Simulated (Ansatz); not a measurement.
# HKS, SMILES [SH][K]: vertical and adiabatic energies of changing the electron count

With Ansatz 0.2.0, Python API.

Run as a notebook:

```python
import itertools

import ansatz as az
from ase.data import atomic_numbers, covalent_radii
import numpy as np
```

```python
BASIS_SET = "def2-SVP"
XC = "B3LYP"
CHARGE = 1
```

```python
geometry_ang = [
    ("S", [-0.5937, -0.7501, -0.4147]),
    ("K", [1.698, 0.0558, 0.9381]),
    ("H", [-1.1153, 0.6295, -0.5367]),
]
molecule = az.Crystal.molecule()
for symbol, xyz in geometry_ang:
    molecule = molecule.atom(symbol, xyz)

model = molecule.calculation().basis(gaussian=BASIS_SET).functional(XC)
symbols = [site.symbol for site in molecule.cartesian_sites]
start = np.array([site.position_ang for site in molecule.cartesian_sites], dtype=float)
r = model.relax(force_tolerance=0.01).run(threads=1, pin="off").report
end = np.array(r["positions_ang"])
```

```python
minimum = az.Crystal.molecule()
for symbol, place in zip(symbols, end):
    minimum = minimum.atom(symbol, place.tolist())
ion = minimum.calculation()
ion = ion.basis(gaussian=BASIS_SET)
ion = ion.functional(XC)
ion = ion.charge(CHARGE).spin("collinear", total=1)
vertical = ion.run(threads=1, pin="off").report
settled = ion.relax(force_tolerance=0.01, max_steps=80).run(threads=1, pin="off").report
print(f"vertical ionisation energy   {vertical['free_energy_ev'] - r['free_energy_ev']:.3f} eV")
print(f"adiabatic, no zero point     {settled['free_energy_ev'] - r['free_energy_ev']:.3f} eV")
print(f"relaxation energy of the ion {vertical['free_energy_ev'] - settled['free_energy_ev']:.3f} eV")
ionised = np.array(settled["positions_ang"])
radius = [covalent_radii[atomic_numbers[s]] for s in symbols]
span = lambda where, i, j: np.linalg.norm(where[i] - where[j])
bonded = [(i, j) for i, j in itertools.combinations(range(len(symbols)), 2) if min(span(end, i, j), span(ionised, i, j)) < 1.2 * (radius[i] + radius[j])]
print("pair        before    after (A)")
for i, j in bonded:
    print(f"{symbols[i]}{i}-{symbols[j]}{j}".ljust(10), f"{span(end, i, j):8.4f} {span(ionised, i, j):8.4f}")
```

    vertical ionisation energy   6.834 eV
    adiabatic, no zero point     6.598 eV
    relaxation energy of the ion 0.236 eV
    pair        before    after (A)
    S0-K1        2.8407   3.3405
    S0-H2        1.3574   1.3594

The energies are electronic: no zero-point or thermal terms, and the basis set is short of its limit. The product may relax into another structure. The relaxation finds the nearest minimum, so the adiabatic value is an upper bound. b3lyp holds the VWN-RPA fit, as in Gaussian; the form of ORCA and Turbomole is b3lyp5. Wall time of the script: 26 s on 1 thread of Arm Neoverse V2, with other jobs on the host, peak memory 0.22 GiB.
